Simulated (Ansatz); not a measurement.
## SrAlH3, space group Pm-3m: a comparison of functionals at one structure, step by step

Program: the Python package of Ansatz (0.2.0).

Run as a notebook:

In [1]:
```python
import warnings

import ansatz
```

In [2]:
```python
warnings.simplefilter('ignore', ansatz.DeckWarning)
```

In [3]:
```python
xtal = (
    ansatz.Lattice.cubic(4.585462)
    .space_group(221)
    .atom('Sr', (0.5, 0.5, 0.5))
    .atom('Al', (0.0, 0.0, 0.0))
    .atom('H', (0.0, 0.5, 0.5))
)

calculation = (
    xtal.calculation()
    .basis(41 * ansatz.Ry)
    .kpoints(5, 5, 5)  # the mesh must be finer for metals
    .occupations('fermi_dirac', width=0.15)
    .forces()
    .stress()  # GPa
)
```

In [4]:
```python
rows = []
for value in ['rpbe', 'r2scan', 'lda']:
    rep = calculation.functional(value).run().report
    rows.append((value, rep['free_energy_ev'] / len(rep['lattice']['sites']), rep['n_iterations'], sum(rep['stress_gpa'][i][i] for i in range(3)) / 3, max(abs(f) for row in rep['forces_ev_ang'] for f in row), rep['n_kpoints']))
```

In [5]:
```python
print('  functional   F/atom (eV)    iterations       P (GPa)  max component (eV/A)      k-points')
for row in rows:
    print(f'{str(row[0]):>12s}  {row[1]:12.5f}  {row[2]:12d}  {row[3]:12.3f}  {row[4]:20.4f}  {row[5]:12d}')
```
```text
  functional   F/atom (eV)    iterations       P (GPa)  max component (eV/A)      k-points
        rpbe    -827.54754             6         1.114                0.0000            10
      r2scan    -828.35777             6         0.159                0.0000            10
         lda    -800.50011             6        -2.109                0.0000            10
```

From lowest to highest: LDA (-2.1 GPa), r2SCAN (0.2 GPa) and RPBE (1.1 GPa). At a fixed cell a lower pressure usually means a smaller equilibrium volume, so LDA prefers the smallest cell and RPBE the largest.

Forces vanish by symmetry here and test nothing. Pressure is positive in compression. This cell is a computed structure, which may not be the phase found in nature. Total energies of different functionals can't be compared; pressures, moments and gaps at this one structure can. Timing: 5.3 s on 1 thread of Intel(R) Xeon(R) Processor @ 2.30GHz, on a shared host, peak memory 0.69 GiB.
